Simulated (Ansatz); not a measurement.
# CHClInNO (SMILES O=C=[N][InH][Cl]): revPBE/def2-SVP (core potential)

What is the vertical singlet–triplet gap of CHClInNO at revPBE/def2-SVP (core potential)? 

Program for the calculation: Ansatz 0.2.0.

147 further runs of the same task are left out: 6 that didn't finish, 141 set aside as unsound or not needed. Runs told in other sessions of the task aren't counted.

**1. The structure to begin with**

CHClInNO: 6 atoms, total charge 0, spin state singlet. As SMILES, `O=C=[N][InH][Cl]`. Geometry: relaxed at PBE0-D4/def2-TZVP. This is one conformer, not always the lowest.

Bond lengths: O1–C2 1.166 Å, C2–N3 1.205 Å, N3–In4 2.019 Å, In4–Cl5 2.315 Å, In4–H6 1.687 Å. Angles: O1–C2–N3 176.3°, C2–N3–In4 136.4°, N3–In4–Cl5 111.3°, N3–In4–H6 123.4°, Cl5–In4–H6 125.3°.

**2. The energy at revPBE/def2-SVP (core potential)**

Contents of run.yaml:

```yaml
crystal:
  periodic: [false, false, false]
  atoms:
    - {symbol: O, position_ang: [1.628000, -2.320400, 0.058100]}
    - {symbol: C, position_ang: [0.896600, -1.470900, 0.379300]}
    - {symbol: N, position_ang: [0.136700, -0.626900, 0.782100]}
    - {symbol: In, position_ang: [-0.744200, 1.027900, 0.031300]}
    - {symbol: Cl, position_ang: [-0.127000, 1.382000, -2.172000]}
    - {symbol: H, position_ang: [-1.790100, 2.008300, 0.921200]}
basis:
  gaussian:
    orbitals: def2-SVP
hamiltonian:
  xc: {name: revPBE}
accuracy: high
output: {orbitals: {seedname: orbitals}}
```

Run with:

```console
$ ansatz run run.yaml --threads 1 --pin off --max-ram 3480MiB --events-out events.jsonl --progress --plain --runs-dir runs
```

Output:

```text
Warning: RAYON_NUM_THREADS=1 ignored (pool sized by the plan → 1); use --threads N
Functional definition: revPBE
  name "revPBE"
  parameter kappa = 1.245
  parameter beta = 0.06672455060314922
  exchange = pbe_x(kappa = kappa, mu = beta*pi^2/3)
  correlation = pbe_c(beta = beta)
2019 factors; integrals over basis functions are off by at most 7.1e-9 eV
mean field evaluation 1: about -22270.9121 eV, gradient 6.1e1 eV
mean field evaluation 2: about -22198.6218 eV, gradient 1.6e2 eV
mean field evaluation 4: about -22277.1950 eV, gradient 2.7e1 eV
mean field evaluation 8: about -22278.7520 eV, gradient 6.5e-1 eV
mean field evaluation 16: about -22278.7478 eV, gradient 2.1e-4 eV
mean field -22278.74779165 eV, -818.7288802656 hartree, gradient 4.1e-8 eV, S^2 0.000000; 0 other end points of the search recorded, 0 dependent functions left out
reference -22278.74779660 eV, -818.7288804472 hartree; 30, 30 occupied and 61, 61 virtual orbitals, 2019 factors
Total energy: -22278.74779660 eV, -818.7288804472 hartree
```

Wall time 8.7 s (1 thread of Arm Neoverse V1, shared host); peak memory 0.23 GiB.

**3. The triplet, same level**

Contents of molecule.yaml:

```yaml
basis:
  gaussian:
    orbitals: def2-SVP
crystal:
  periodic: [false, false, false]
  atoms:
    - {symbol: O, position_ang: [1.628000, -2.320400, 0.058100]}
    - {symbol: C, position_ang: [0.896600, -1.470900, 0.379300]}
    - {symbol: "N", position_ang: [0.136700, -0.626900, 0.782100]}
    - {symbol: In, position_ang: [-0.744200, 1.027900, 0.031300]}
    - {symbol: Cl, position_ang: [-0.127000, 1.382000, -2.172000]}
    - {symbol: H, position_ang: [-1.790100, 2.008300, 0.921200]}
magnetization:
  spin_polarized: true
  initial_magnetization: 2
hamiltonian:
  xc: {name: revPBE}
accuracy: high
output: {orbitals: {seedname: orbitals}}
```

Run with:

```console
$ ansatz run molecule.yaml --threads 1 --pin off --max-ram 3480MiB --events-out events.jsonl --progress --plain --runs-dir runs
```

Output, cut to the lines that bear on the results:

```text
Warning: RAYON_NUM_THREADS=1 ignored (pool sized by the plan → 1); use --threads N
Functional definition: revPBE
  name "revPBE"
[...]
2019 factors; integrals over basis functions are off by at most 7.1e-9 eV
[...]
mean field -22273.88921059 eV, -818.5503307050 hartree, gradient 2.8e-8 eV, S^2 2.003764; 20 other end points of the search recorded, 0 dependent functions left out
reference -22273.88921575 eV, -818.5503308943 hartree; 31, 29 occupied and 60, 62 virtual orbitals, 2019 factors
Total energy: -22273.88921575 eV, -818.5503308943 hartree
```

Wall time 1.8 min (1 thread of Arm Neoverse V1, shared host); peak memory 0.32 GiB.

**4. Outcome**

At revPBE/def2-SVP (core potential):

```
                                        quantity          value
                           singlet: total energy  -818.72888 Eh
                            singlet: HOMO energy       -6.96 eV
                            singlet: LUMO energy       -2.52 eV
                          singlet: HOMO–LUMO gap        4.45 eV
                           triplet: total energy  -818.55033 Eh
     triplet: HOMO energy (highest over α and β)       -2.74 eV
                                   triplet: ⟨S²⟩          2.004
vertical energy of the triplet above the singlet       4.859 eV
```

**Reading.** At this shape the triplet lies 4.86 eV (112 kcal/mol) above the singlet.
